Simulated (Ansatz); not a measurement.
**AlClH3OSb: basis-set convergence**

The task here is to estimate one member of a computed series from the others.

The runs use Ansatz 0.2.0, Gaussian basis; one geometry, several basis sets.

Levels to be run: PBE0-D4/def2-SVP; ωB97M-V/def2-SVP; PBE0-D4/def2-QZVPP; ωB97M-V/def2-QZVPP; the functionals' def2-TZVPP values are taken from earlier runs.

## The geometry

All runs share one geometry, relaxed beforehand with PBE0-D4 in a triple-zeta def2 set. Sb takes the def2 core potential; no spin-orbit term is included.

SMILES `[OH][AlH][SbH][Cl]`, 7 atoms, charge 0, spin multiplicity 1.

Atoms are counted from 1 here; the program's logs count them from 0.

Bond lengths: O1–Al2 1.690 Å, O1–H5 0.960 Å, Al2–Sb3 2.680 Å, Al2–H6 1.580 Å, Sb3–Cl4 2.388 Å, Sb3–H7 1.717 Å. Angles: Al2–O1–H5 119.2°, O1–Al2–Sb3 115.1°, O1–Al2–H6 118.9°, Sb3–Al2–H6 126.0°, Al2–Sb3–Cl4 89.1°, Al2–Sb3–H7 86.6°, Cl4–Sb3–H7 94.0°.

The first run:

File in.yaml:

```yaml
crystal:
  periodic: [false, false, false]
  atoms:
    - {symbol: O, position_ang: [-1.090138, 1.314111, -0.644217]}
    - {symbol: Al, position_ang: [-0.011858, 0.939711, 0.602734]}
    - {symbol: Sb, position_ang: [0.590841, -1.660265, 0.843577]}
    - {symbol: Cl, position_ang: [-0.618895, -2.090459, -1.170095]}
    - {symbol: H, position_ang: [-1.395380, 0.613387, -1.224870]}
    - {symbol: H, position_ang: [0.530053, 2.106482, 1.519210]}
    - {symbol: H, position_ang: [2.056477, -1.290967, 0.027963]}
basis:
  gaussian: {orbitals: def2-SVP}
hamiltonian: {xc: pbe0, dispersion: d4}
output: {orbitals: {seedname: orbitals}}
```

Launch:

```
$ ansatz run in.yaml --threads 2 --pin off --events-out ev --progress --plain --max-ram 4352MiB
```

Among the steps run: PBE0-D4 in def2-SVP; ωB97M-V in def2-SVP; PBE0-D4 in def2-QZVPP; ωB97M-V in def2-QZVPP.

One table of the session follows, with a row left open; its other results are not shown here.

It belongs to the step «Density functionals: the series». 

| functional | basis | HOMO (eV) | LUMO (eV) |
| --- | --- | --- | --- |
| PBE0-D4 | def2-SVP | -6.90 | -1.85 |
| PBE0-D4 | def2-TZVPP | -6.99 | -2.04 |
| PBE0-D4 | def2-QZVPP | -7.01 | -2.10 |
| ωB97M-V | def2-SVP | -8.79 | 0.10 |
| ωB97M-V | def2-TZVPP | -8.92 | -0.22 |
| ωB97M-V | def2-QZVPP | ? | ? |

Estimate the missing values for ωB97M-V, def2-QZVPP.

**Answer.** HOMO (eV): -8.95; LUMO (eV): -0.37. In the column «HOMO (eV)» it is the lowest.
